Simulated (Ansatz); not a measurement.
Runs of Ansatz 0.2.0 on Ti3C2. It takes space group P6_3/mmc (No. 194, hexagonal). Conventional cell: a = 3.067 Å, b = 3.067 Å, c = 15.117 Å, α = 90.00°, β = 90.00°, γ = 120.00°. Ti (site symmetry -3m) is surrounded by 6 C at 2.20 Å. Ti (site symmetry 3m) is surrounded by 3 C at 2.06 Å. C (site symmetry 3m) has 6 Ti at 2.06 to 2.20 Å as nearest neighbours. The cell comes from a database or a generator and needn't be the stable form of this composition.

```csv
potentials or basis,cutoff (eV),gap on the mesh (eV),pressure (GPa),largest force (eV/Å)
Ansatz PAW,420,none,-4.8,0.33
PseudoDojo stringent (PBEsol files),1143,none,-4.7,0.31
Ansatz PAW earlier set,820,none,-4.8,0.32
PseudoDojo standard (PBEsol files),1143,none,-4.7,0.31
JTH PAW,1230,none,-4.3,(a)
```

Alike in all rows: task band structure; level PBEsol; no spin polarisation; cell as given; k mesh 10 × 10 × 2; smearing fermi-dirac 0.05 eV.

Problem. Estimate the missing entries.

Solution. (a) 0.28.

Caveats: the PAW data sets come from PBE, with cores solved anew for the run's functional, which leaves a small shift of forces and pressure (some runs).

A gap of «none» marks a metal or a gap under the smearing width.
